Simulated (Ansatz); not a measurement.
Ta, space group P4/mbm, a comparison of functionals at one structure

Computed with the Python package of Ansatz (0.2.0).

Run as a notebook:

```python
import csv
import warnings

import ansatz

KGRID = (2, 2, 11)
SMEARING_WIDTH = 0.05
```

```python
warnings.simplefilter("ignore", ansatz.DeckWarning)
```

```python
cell = (
    ansatz.Lattice.of((22.70911076, 0.0, 0.0), (0.0, 22.70911076, 0.0), (0.0, 0.0, 2.3772801))
    .atom("Ta", (0.31862853, 0.81862853, 0.0))
    .atom("Ta", (0.68137147, 0.18137147, 0.0))
    .atom("Ta", (0.18137147, 0.31862853, 0.0))
    .atom("Ta", (0.81862853, 0.68137147, 0.0))
)
```

```python
[site.symbol for site in cell.resolved().sites]
```

    ['Ta', 'Ta', 'Ta', 'Ta']

```python
calc = (
    cell.calculation()
    .basis(23 * ansatz.Ha)
    .kpoints(*KGRID)
    .occupations(ansatz.OccupationsMethod.COLD, width=SMEARING_WIDTH)
)
```

```python
rows = []
for value in ["blyp", "lda", "pbesol"]:
    data = calc.functional(value).run(threads=1).report
    rows.append((value, data["free_energy_ev"] / len(data["lattice"]["sites"]), data["n_iterations"], data["n_kpoints"]))
```

```python
with open("xc.csv", "w", newline="") as handle:
    writer = csv.writer(handle)
    writer.writerow(["functional", "F/atom (eV)", "iterations", "k-points"])
    writer.writerows([round(v, 5) if isinstance(v, float) else v for v in row] for row in rows)
print(open("xc.csv").read())
```

    functional,F/atom (eV),iterations,k-points
    blyp,-9951.83211,12,18
    lda,-9676.908,12,18
    pbesol,-9800.90136,12,18

Caveats:
- The cell holds layers, chains or clusters in vacuum, no bulk phase.
- BLYP can be off by several per cent in the lattices of metals, and by several GPa in the pressure at a fixed cell.
- Points of the mesh across the vacuum add cost only.
- Spin-orbit coupling, which matters for elements this heavy, is left out.
- This isn't the structure that Ta takes at ambient conditions.
- Total energies of different functionals can't be compared; pressures, moments and gaps at this one structure can.
- The whole script took 4 min on 1 thread of Arm Neoverse V2, with other jobs on the host, peak memory 2.1 GiB.
